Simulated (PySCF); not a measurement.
# C₅H₉O₂ radical: open-shell or spin-flip excitations

Aim: compute the open-shell or spin-flip excitations of C₅H₉O₂ radical (`C[C](C)OC(C)=O`).

Computed with PySCF 2.14.0 and routines of our own; the level stands in each step. Atoms count from 0.

### Step 1. The starting structure

16 atoms, charge 0, multiplicity 2; geometry from: GFN2-xTB.

### Step 2. Open-shell or spin-flip excitations: unrestricted TDA wB97X-D/def2-SVPD

The job: settings as JSON, then the geometry in Å.

```
{"job": {"kind": "uabs", "xc": "wB97X-D", "basis": "def2-SVPD", "nstates": 10, "tda": true}, "charge": 0, "multiplicity": 2}
C     -1.598234     1.053788    -0.004431
C     -0.893816    -0.229521     0.220784
C     -1.630125    -1.511121     0.372423
O      0.454272    -0.356632     0.265960
C      1.353176     0.638734     0.151659
C      2.750246     0.082053     0.275865
O      1.084435     1.809371    -0.012708
H     -1.320170     1.798312     0.743590
H     -1.338535     1.485755    -0.974168
H     -2.671128     0.886939     0.035060
H     -2.206608    -1.741039    -0.527254
H     -0.929178    -2.320857     0.555584
H     -2.336998    -1.457694     1.203250
H      2.760908    -0.976136     0.033633
H      3.417058     0.631537    -0.382771
H      3.097097     0.215454     1.299596
```

With the program's defaults for keys left out, this is: unrestricted TDA wB97X-D/def2-SVPD, vertical, gas phase, core orbitals frozen in the response.

Command:

```
$ OMP_NUM_THREADS=1 python excited_run.py task.json out
```

The driver reads the jobs from task.json and runs them one after another.

Output:

```text
coarse grid: 13184 points
cycle   1  E = -345.7775900166  dE =  1.139e+00  |g| = 6.317e-01  |ddm| = 4.328e+00
cycle   2  E = -345.6482820354  dE =  1.293e-01  |g| = 9.041e-01  |ddm| = 2.216e+00
cycle   3  E = -345.9418637797  dE = -2.936e-01  |g| = 1.059e-01  |ddm| = 1.412e+00
cycle   4  E = -345.9458739694  dE = -4.010e-03  |g| = 5.052e-02  |ddm| = 1.739e-01
cycle   5  E = -345.9470374897  dE = -1.164e-03  |g| = 1.169e-02  |ddm| = 7.674e-02
cycle   6  E = -345.9472101081  dE = -1.726e-04  |g| = 5.755e-03  |ddm| = 4.047e-02
cycle   7  E = -345.9472728989  dE = -6.279e-05  |g| = 1.921e-03  |ddm| = 2.707e-02
cycle   8  E = -345.9472840128  dE = -1.111e-05  |g| = 8.601e-04  |ddm| = 1.285e-02
cycle   9  E = -345.9472853861  dE = -1.373e-06  |g| = 3.659e-04  |ddm| = 4.094e-03
final grid: 126808 points
cycle  10  E = -346.0090810379  dE = -1.127e-04  |g| = 3.532e-03  |ddm| = 1.120e-01
cycle  11  E = -346.0090855907  dE = -4.553e-06  |g| = 2.831e-03  |ddm| = 1.738e-02
cycle  12  E = -346.0090887028  dE = -3.112e-06  |g| = 7.959e-04  |ddm| = 4.755e-03
cycle  13  E = -346.0090890680  dE = -3.652e-07  |g| = 5.021e-04  |ddm| = 2.188e-03
cycle  14  E = -346.0090892379  dE = -1.700e-07  |g| = 1.681e-04  |ddm| = 8.881e-04
cycle  15  E = -346.0090892674  dE = -2.950e-08  |g| = 1.066e-04  |ddm| = 3.925e-04
cycle  16  E = -346.0090892805  dE = -1.303e-08  |g| = 2.835e-05  |ddm| = 2.916e-04
cycle  17  E = -346.0090892827  dE = -2.261e-09  |g| = 1.498e-05  |ddm| = 1.029e-04
cycle  18  E = -346.0090892835  dE = -7.479e-10  |g| = 6.576e-06  |ddm| = 7.230e-05
converged SCF energy = -346.0090892835

Static polarisability (au): isotropic 70.871, principal 52.568 70.207 89.839

<S^2> of the reference = 0.7559 (exact 0.7500)

Excitations
state   eV       nm        f      <S^2>   main configurations
  1   4.0363    307.2   0.09098   0.846   Ha->La 0.94
  2   4.5230    274.1   0.00051   0.776   Ha->L+1a 0.87
  3   4.9436    250.8   0.00018   1.695   Hb->Lb 0.74, Hb->L+2b 0.15
  4   5.7533    215.5   0.00482   0.791   Ha->L+2a 0.78, Ha->L+4a 0.14
  5   5.7936    214.0   0.00056   1.439   H-1a->La 0.87
  6   5.9777    207.4   0.00007   0.783   Ha->L+3a 0.89
  7   6.2915    197.1   0.00241   0.856   Ha->L+5a 0.86
  8   6.3969    193.8   0.00306   0.813   Ha->L+7a 0.73
  9   6.4981    190.8   0.03028   1.945   H-1b->Lb 0.45, H-2a->La 0.23, H-1b->L+2b 0.10
 10   6.5875    188.2   0.00231   0.787   Ha->L+4a 0.41, Ha->L+8a 0.21, Ha->L+9a 0.10
```

Wall time 90 s (1 thread of Intel Xeon Platinum 8488C, shared host); peak memory 0.82 GiB.

From this job:

```
quantity  value
    ⟨S²⟩  0.756
```

Löwdin spin populations:

C0 0.04; C1 0.60; C2 0.04; O3 0.11; C4 0.03; C5 0.00; O6 0.06; H7 0.03; H8 0.03; H9 0.00; H10 0.03; H11 0.00; H12 0.03; H13 0.00; H14 0.00; H15 0.00

With diffuse functions Löwdin's scheme smears the spin, so small populations can have the wrong sign.

Orbitals, density, ELF and potential are computed afterwards from the orbital file.

ELF in a plane through or near 9 of the atoms.

Ten even steps from '0' (0.00) to '9' (1.00):
```
0000000000000000000000000000
0000000000000000000000000000
0000000000000000000000000000
0000000001110000000000000000
0000000135654000110000000000
0000000268887203542464000000
0000000168448305527999400000
0000021026776104078999400000
0000476124453017857998100000
0001688579237652361000000000
0000367439565482463100000000
0000024565058753873541000000
0000015997048811625651000000
0000005997015304982530000000
0000003884000029998200000000
0000000220000059997100000000
0000000000000016883000000000
0000000000000000100000000000
0000000000000000000000000000
0000000000000000000000000000
```
The map spans 12.1 Å across and 9.6 Å up, centred on the molecule. Atoms in the plane (x, y in Å): C0 (1.4, 1.3), C1 (0.9, -0.1), C2 (1.8, -1.3), O3 (-0.4, -0.4), C4 (-1.4, 0.4), C5 (-2.7, -0.3), O6 (-1.3, 1.6), H9 (2.5, 1.3), H11 (1.3, -2.2).

On the surface of density 0.002 e/bohr³ the electrostatic potential runs, from the 1st to the 99th percentile, from -1.71 V near O6 to 0.90 V near H15.

The spin density lies nearest to C1 62 %; O3, O6 about 6 % each.

### Step 3. Open-shell or spin-flip excitations: unrestricted TDDFT wB97X-D/def2-SVPD

Settings changed since step 2:

```diff
@@ -1,2 +1,2 @@
-{"job": {"kind": "uabs", "xc": "wB97X-D", "basis": "def2-SVPD", "nstates": 10, "tda": true}, "charge": 0, "multiplicity": 2}
+{"job": {"kind": "uabs", "xc": "wB97X-D", "basis": "def2-SVPD", "nstates": 4, "tda": false, "grid": 4}, "charge": 0, "multiplicity": 2}
 C     -1.598234     1.053788    -0.004431
```

Level: unrestricted TDDFT wB97X-D/def2-SVPD, vertical, gas phase, core orbitals frozen in the response.

Output:

```text
coarse grid: 13184 points
cycle   1  E = -345.7775900166  dE =  1.139e+00  |g| = 6.317e-01  |ddm| = 4.328e+00
cycle   2  E = -345.6482820354  dE =  1.293e-01  |g| = 9.041e-01  |ddm| = 2.216e+00
cycle   3  E = -345.9418637797  dE = -2.936e-01  |g| = 1.059e-01  |ddm| = 1.412e+00
cycle   4  E = -345.9458739694  dE = -4.010e-03  |g| = 5.052e-02  |ddm| = 1.739e-01
cycle   5  E = -345.9470374897  dE = -1.164e-03  |g| = 1.169e-02  |ddm| = 7.674e-02
cycle   6  E = -345.9472101081  dE = -1.726e-04  |g| = 5.755e-03  |ddm| = 4.047e-02
cycle   7  E = -345.9472728989  dE = -6.279e-05  |g| = 1.921e-03  |ddm| = 2.707e-02
cycle   8  E = -345.9472840128  dE = -1.111e-05  |g| = 8.601e-04  |ddm| = 1.285e-02
cycle   9  E = -345.9472853861  dE = -1.373e-06  |g| = 3.659e-04  |ddm| = 4.094e-03
final grid: 340936 points
cycle  10  E = -346.0090990275  dE = -1.122e-04  |g| = 3.529e-03  |ddm| = 1.116e-01
cycle  11  E = -346.0091035107  dE = -4.483e-06  |g| = 2.856e-03  |ddm| = 1.739e-02
cycle  12  E = -346.0091066578  dE = -3.147e-06  |g| = 7.956e-04  |ddm| = 4.749e-03
cycle  13  E = -346.0091070248  dE = -3.670e-07  |g| = 5.001e-04  |ddm| = 2.199e-03
cycle  14  E = -346.0091071938  dE = -1.690e-07  |g| = 1.694e-04  |ddm| = 8.847e-04
cycle  15  E = -346.0091072234  dE = -2.957e-08  |g| = 1.062e-04  |ddm| = 3.913e-04
cycle  16  E = -346.0091072365  dE = -1.309e-08  |g| = 2.829e-05  |ddm| = 2.938e-04
cycle  17  E = -346.0091072387  dE = -2.260e-09  |g| = 1.499e-05  |ddm| = 1.032e-04
cycle  18  E = -346.0091072395  dE = -7.439e-10  |g| = 6.612e-06  |ddm| = 7.207e-05
converged SCF energy = -346.0091072395

Static polarisability (au): isotropic 70.871, principal 52.568 70.205 89.839

<S^2> of the reference = 0.7559 (exact 0.7500)

Excitations
state   eV       nm        f      <S^2>   main configurations
  1   3.9192    316.4   0.07803   0.855   Ha->La 0.94
  2   4.5145    274.6   0.00059   0.777   Ha->L+1a 0.86
  3   4.9070    252.7   0.00013   1.723   Hb->Lb 0.73, Hb->L+2b 0.15
  4   5.7504    215.6   0.00503   0.821   Ha->L+2a 0.74, Ha->L+4a 0.13
```

Run time: 1.8 min. Hardware: 1 thread of Intel Xeon Platinum 8488C, shared host; peak memory 0.84 GiB.

Key values:

```
quantity  value
    ⟨S²⟩  0.756
```

### Step 4. Outcome

| quantity | value |
| --- | --- |
| lowest and brightest state of nearly pure spin, of 10 (step 2, unrestricted TDA wB97X-D/def2-SVPD) | 4.04 eV; 4.04 eV, f = 0.091 |
| surface potential, 1st and 99th percentile | -1.71 V and 0.90 V |
| lowest and brightest state of nearly pure spin, of 4 (step 3, unrestricted TDDFT wB97X-D/def2-SVPD) | 3.92 eV; 3.92 eV, f = 0.078 |

What this shows: States whose ⟨S²⟩ lies well above the reference's are mixtures of spin states, an artefact of the unrestricted response, and are left out of the summary. The lowest state of nearly pure spin runs from 3.92 to 4.04 eV over the runs.
